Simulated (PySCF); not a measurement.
# C4H13NSi (SiHMe2(NHEt)): the cost of one run

The runs use PySCF 2.14.0, with density-fitted response routines of our own; the level of theory stands in each step. All values are computed, except where a source is named. Atoms are numbered from 0 throughout.

### Step 1. The starting structure

19 atoms, charge 0, multiplicity 1; geometry from: GFN2-xTB. The atoms were then displaced at random by about 0.03 Å, so the start is not that level's minimum.

Bonds of the start (Å): Si0–H1 1.48, Si0–C2 1.78, Si0–C6 1.97, Si0–N10 1.72, C2–H3 1.11, C2–H4 1.11, C2–H5 1.14, C6–H7 1.11, C6–H8 1.13, C6–H9 1.05, N10–C11 1.44, N10–H13 1.04, C11–C12 1.54, C11–H14 1.14, C11–H15 1.07, C12–H16 1.13, C12–H17 1.12, C12–H18 1.00.

### Step 2. Geometry optimisation at PBE0-D3(BJ)/def2-SVP

The job: settings as JSON, then the geometry in Å.

```
{"job": {"xc": "PBE0", "basis": "def2-SVP", "d3": "d3bj", "grid": 1, "maxiter": 40, "shake": 0.03, "kind": "geom"}, "charge": 0, "multiplicity": 1}
Si     0.345890     0.856640     0.226350
H      0.031160     1.045320     1.665220
C      2.069570     0.560720    -0.078870
H      2.445250     0.369260    -1.108000
H      2.446110    -0.312380     0.493270
H      2.731480     1.424720     0.244110
C     -0.204880     2.546920    -0.624110
H      0.386760     3.400840    -0.246430
H     -1.287970     2.788530    -0.395880
H     -0.081250     2.512360    -1.667380
N     -0.640200    -0.313050    -0.556110
C     -0.461350    -1.709440    -0.270570
C     -1.406010    -2.132530     0.872390
H     -1.611560    -0.071910    -0.829070
H     -0.781660    -2.320030    -1.177170
H      0.573230    -1.866730    -0.065850
H     -1.022060    -1.578080     1.784510
H     -1.212620    -3.208680     1.100520
H     -2.382650    -1.999030     0.717660
```

Launch:

```sh
> OMP_NUM_THREADS=1 python probes_run.py task.json out
```

This one command runs all jobs of the session in turn.

Q: Estimate the wall time and peak memory of this first job on 1 thread of AMD EPYC, shared host.

About 1.8 min, with a peak of 0.61 GiB.
